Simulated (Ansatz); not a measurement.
# Ni, space group Im-3m: cell relaxations under several functionals

With Ansatz 0.2.0, Python API.

Typed at the interpreter:
```pycon
>>> import ansatz as az
>>> import numpy as np
>>> FILLING = "fermi_dirac"
>>> WIDTH_EV = 0.15
>>> TOLERANCE = 1e-09
>>> def edges_and_angles(cell):
...     cell = np.asarray(cell)
...     a, b, c = np.linalg.norm(cell, axis=1)
...     cosines = cell[1] @ cell[2] / (b * c), cell[0] @ cell[2] / (a * c), cell[0] @ cell[1] / (a * b)
...     return (a, b, c, *np.degrees(np.arccos(cosines)))
...
>>> cell = (
...     az.Lattice.of((-1.38372, 1.38372, 1.38372), (1.38372, -1.38372, 1.38372), (1.38372, 1.38372, -1.38372))
...     .atom("Ni", (0.0, 0.0, 0.0))
...     .moments(Ni=1.0)
... )
>>> len(cell.resolved().sites)
1
>>> calculation = (
...     cell.calculation()
...     .kpoints(17)
...     .occupations(FILLING, width=WIDTH_EV)
...     .spin("collinear")
...     .scf(tolerance=TOLERANCE)
...     .relax(cell=True)
... )
>>> levels = [("blyp", "d3bj"), ("pbesol", "d3bj"), ("pbesol", "none")]
>>> print("level            a       b       c    alpha   beta  gamma  V/atom  steps")
level            a       b       c    alpha   beta  gamma  V/atom  steps
>>> for name, dispersion in levels:
...     seen = []
...     run = calculation.functional(name, dispersion=dispersion).session().plan()
...     res = run.execute(on_event=lambda e: seen.append(e) if e["event"] == "relax_step" else None)
...     cell = res.lattice.cell_ang
...     label = name if dispersion == "none" else f"{name}+{dispersion}"
...     print("{:13s} {:7.4f} {:7.4f} {:7.4f} {:6.2f} {:6.2f} {:6.2f}".format(label, *edges_and_angles(cell)), f"{abs(np.linalg.det(cell)) / len(res.lattice.sites):7.3f} {len(seen):5d}")
...
DeckWarning: basis.ecutwfc = 420 eV, auto-derived from the records' recommended cutoffs: set by Ni (normal level)
DeckWarning: relax.cell: scf.convergence.dr2_threshold = 1e-9 eV is looser than the 1e-10 eV advised for a relaxation that steers and ends on the stress (1e-10 eV for each atom of the cell: 1). What [...]
blyp+d3bj      2.4002  2.4002  2.4002 109.47 109.47 109.47  10.644     4
pbesol+d3bj    2.3639  2.3639  2.3639 109.47 109.47 109.47  10.169     5
pbesol         2.3882  2.3882  2.3882 109.47 109.47 109.47  10.486     4
```

From smallest to largest: PBEsol+D3BJ (10.17 Å³ an atom, -4.0 % against the start), PBEsol (10.49 Å³ an atom, -1.1 % against the start) and BLYP+D3BJ (10.64 Å³ an atom, +0.4 % against the start). The spread is 4.7 % in volume.

What to keep in mind:
- The magnetic order follows from the starting moments and needn't be the lowest.
- BLYP and dispersion corrections can be off by several per cent in the lattices of metals, and by several GPa in the pressure at a fixed cell.
- Edges and angles are those of the cell as typed, here a primitive one, not of the conventional cell.
- This isn't the structure that Ni takes at ambient conditions.
- Warnings are shown shortened and without file and line.
- It ran for 110 s on 1 thread of Intel(R) Xeon(R) Platinum 8259CL CPU @ 2.50GHz (Skylake/Cascade Lake), on a shared host, peak memory 0.45 GiB.
